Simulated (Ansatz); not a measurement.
**WO3− (doublet): energies up the ladder**

The task, for WO3− (doublet): energies up the ladder. Charge -1. Spin multiplicity 2.

Method: the levels named in each step, in Ansatz 0.2.0.

### Step 1. Starting point

Bond lengths: O1–W2 1.734 Å, W2–O3 1.734 Å, W2–O4 1.734 Å. Angles: O1–W2–O3 116.3°, O1–W2–O4 116.3°, O3–W2–O4 116.3°.

Structure file:

```xyz
4

O    -0.5365    1.6174   -0.2444
W     0.0006   -0.0008    0.0698
O    -1.1336   -1.2669   -0.2711
O     1.6628   -0.3416   -0.2862
```

### Step 2. A rough first relaxation, PBE-D4/def2-SVPD

File input.yaml:

```yaml
crystal:
  periodic: [false, false, false]
  atoms:
    - { symbol: O, position_ang: [-0.53649, 1.6174, -0.24443] }
    - { symbol: W, position_ang: [0.00062, -0.00079, 0.06978] }
    - { symbol: O, position_ang: [-1.13361, -1.26687, -0.2711] }
    - { symbol: O, position_ang: [1.6628, -0.3416, -0.28623] }
magnetization:
  spin_polarized: true
  initial_magnetization: 1
total_charge: -1
basis:
  gaussian: { orbitals: def2-SVPD }
hamiltonian:
  xc: pbe
  dispersion: d4
relax:
  f_tol: 0.03
  max_steps: 200
```

Run with:

```bash
> ansatz run input.yaml --threads 4 --pin off --max-ram 10240MiB --backend cpu --events-out ev --progress --plain --runs-dir out
```

Further steps of the session: Relaxation, PBE0-D4/def2-TZVPPD; Frequencies, PBE0-D4/def2-TZVPPD; Single point, PBE-D4/def2-TZVPPD; Single point, r2SCAN-D4/def2-TZVPPD; Single point, B3LYP-D4/def2-TZVPPD; Single point, wB97M-V/def2-TZVPPD; Single point, B2PLYP/def2-TZVPPD; Single point, LDA/def2-TZVPPD; Single point, PBE0-D4/def2-SVPD; Single point, PBE-D4/def2-SVPD.

What does the calculation give? Wanted: O1–W2 at PBE0-D4/def2-TZVPPD; W2–O3 at PBE0-D4/def2-TZVPPD; W2–O4 at PBE0-D4/def2-TZVPPD; frequencies at PBE0-D4/def2-TZVPPD; energy at PBE-D4/def2-SVPD.

The runs gave:

```
                          quantity            value
      O1–W2 at PBE0-D4/def2-TZVPPD          1.749 Å
      W2–O3 at PBE0-D4/def2-TZVPPD          1.749 Å
      W2–O4 at PBE0-D4/def2-TZVPPD          1.749 Å
frequencies at PBE0-D4/def2-TZVPPD  163 to 980 cm⁻¹
        energy at PBE-D4/def2-SVPD     -7963.124 eV
```

In words: No mode is imaginary, so the geometry is a minimum. These totals serve in differences with atoms or fragments at the same level; alone they don't rank the methods. Heavy atoms carry effective core potentials in def2 sets, and spin-orbit coupling is left out.
